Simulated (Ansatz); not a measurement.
Consider a test of scalar relativity of ClGeH₂, SMILES [Cl][GeH2] (Ansatz's Python interface).

`x2c_clgeh2.py`:
```python
"""Scalar relativity in ClGeH2."""

import logging
import sys

import ansatz as az
from ase import Atoms
import numpy as np

logging.basicConfig(stream=sys.stdout, format="%(levelname)s:%(name)s:%(message)s")
logger = logging.getLogger("calc")
logger.setLevel(logging.INFO)

atoms = Atoms(["Cl", "Ge", "H", "H"], positions=[
    [-1.51748, 0.32323, 0.96962],
    [0.06409, -0.57345, -0.13719],
    [0.0977, 0.30426, -1.46116],
    [1.35568, -0.05403, 0.62873],
])
clgeh2 = az.Crystal.molecule_from_ase(atoms)

calc = (
    clgeh2.calculation()
    .functional("HF")
    .spin("collinear", total=1)
    .forces()
)
# a set contracted for a scalar-relativistic Hamiltonian goes with the relativistic run
sets = {"none": "cc-pVTZ", "scalar": "cc-pVTZ-DK"}
found = {kind: calc.basis(gaussian=basis).pseudopotentials(relativity=kind).run(threads=1).report for kind, basis in sets.items()}
for kind, each in found.items():
    dipole = 4.803205 * np.linalg.norm(each["charge_distribution"]["dipole_moment_e_ang"])
    logger.info(f"{kind:7s} E = {each['free_energy_ev']:.4f} eV  dipole {dipole:.3f} D  largest force component {np.abs(each['forces_ev_ang']).max():.4f} eV/A")
logger.info(f"relativity lowers the total energy by {found['none']['free_energy_ev'] - found['scalar']['free_energy_ev']:.3f} eV")
```

What does scalar relativity change in the total energy and in the dipole?

The total moves by -628.7 eV, nearly all in the cores, and the dipole from 2.03 to 2.07 D.

The output:

```console
$ python x2c_clgeh2.py
INFO:calc:none    E = -69010.6185 eV  dipole 2.035 D  largest force component 1.5431 eV/A
INFO:calc:scalar  E = -69639.3557 eV  dipole 2.070 D  largest force component 1.5980 eV/A
INFO:calc:relativity lowers the total energy by 628.737 eV
```

Notes:
- Total energies depend on the basis set; only differences at equal settings carry meaning.
- The geometry is a force-field or estimated start, not a minimum of this method. The basis set changes with the Hamiltonian (a set recontracted for scalar relativity), and most of the change in the total lies in the cores.
- The species is open-shell (spin multiplicity 2).
- It ran for 3.4 s on 1 thread of Intel(R) Xeon(R) 6975P-C (Granite Rapids), with other jobs on the host, peak memory 0.28 GiB.
